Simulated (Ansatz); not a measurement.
# B₂GeH (quartet): wave-function methods side by side at a displaced geometry (v2), cc-pVDZ

One table from this session's results is given with a row withheld; the runs are named, their logs left out.

The runs use Ansatz 0.2.0, Gaussian basis; cc-pVDZ, core rule «outside noble gas», up to 16 orbitals frozen.

To be run: UHF; CCSD(T) on ROHF; CCSD(T) on UHF; BCCD(T) on ROHF; CISD; CCSDT(Q) on ROHF; CCSDT(Q) on UHF.

33 further runs of the same task are left out: 22 that didn't finish, 11 set aside as unsound or not needed.

### What is computed

The geometry is a PBE0/def2-TZVP stationary point (not a proven minimum) with its atoms shifted at random (size 0.100 Å). No spin-orbit coupling is included. The filled d shell of Ge may be among the frozen orbitals whatever the setting's name suggests; the logs give the count.

4 atoms, charge 0, spin multiplicity 4.

Atoms are counted from 1 here; the program's logs count them from 0.

Bond lengths: B1–Ge2 2.143 Å, B1–B3 1.665 Å, Ge2–B3 2.020 Å, B3–H4 1.158 Å. Angles: Ge2–B1–B3 62.6°, B1–Ge2–B3 47.0°, B1–B3–Ge2 70.4°, B1–B3–H4 131.9°, Ge2–B3–H4 149.7°.

Set-up of the first run:

File in.yaml:

```yaml
crystal:
  periodic: [false, false, false]
  atoms:
    - {symbol: B, position_ang: [0.149223, -1.062371, -1.364942]}
    - {symbol: Ge, position_ang: [-0.024916, 0.051723, 0.456999]}
    - {symbol: B, position_ang: [-0.010007, 0.590158, -1.489569]}
    - {symbol: H, position_ang: [0.302456, 1.337358, -2.317880]}
basis:
  gaussian: {orbitals: cc-pVDZ}
magnetization: {spin_polarized: true, initial_magnetization: 3}
hamiltonian: {xc: hf}
output: {orbitals: {seedname: orbitals}}
```

Run with:

```bash
ansatz run in.yaml --threads 1 --pin off --events-out ev --progress --plain --max-ram 2393MiB
```

Steps of the session up to this table: UHF; CCSD(T) on ROHF; CCSD(T) on UHF; BCCD(T) on ROHF; CISD; CCSDT(Q) on ROHF; CCSDT(Q) on UHF.

One table of the session follows, with a row left open; its other results are not shown here.

It belongs to the step «Misses and costs». 

```
   method  from UCCSDT(Q) (meV)
     ROHF               +6815.5
      UHF               +6655.2
     RMP2                     ?
     UMP2               +1422.5
     CISD                +983.1
    RCCSD                +419.5
    UCCSD                +413.6
 RCCSD(T)                 +87.4
 UCCSD(T)                 +84.6
  BCCD(T)                 +80.1
   RCCSDT                 +33.1
   UCCSDT                 +29.2
RCCSDT(Q)                  +5.2
UCCSDT(Q)                     0
```

**Question.** Estimate the row for RMP2.

**Answer.** from UCCSDT(Q) (meV): +1417.9. In the column «from UCCSDT(Q) (meV)» it lies between CISD (+983.1) and UMP2 (+1422.5).

Caveats from the session: Restricted and unrestricted rows rest on different reference determinants; where their highest levels disagree by more than a few hundredths of an eV, they describe different states and don't form one ladder.
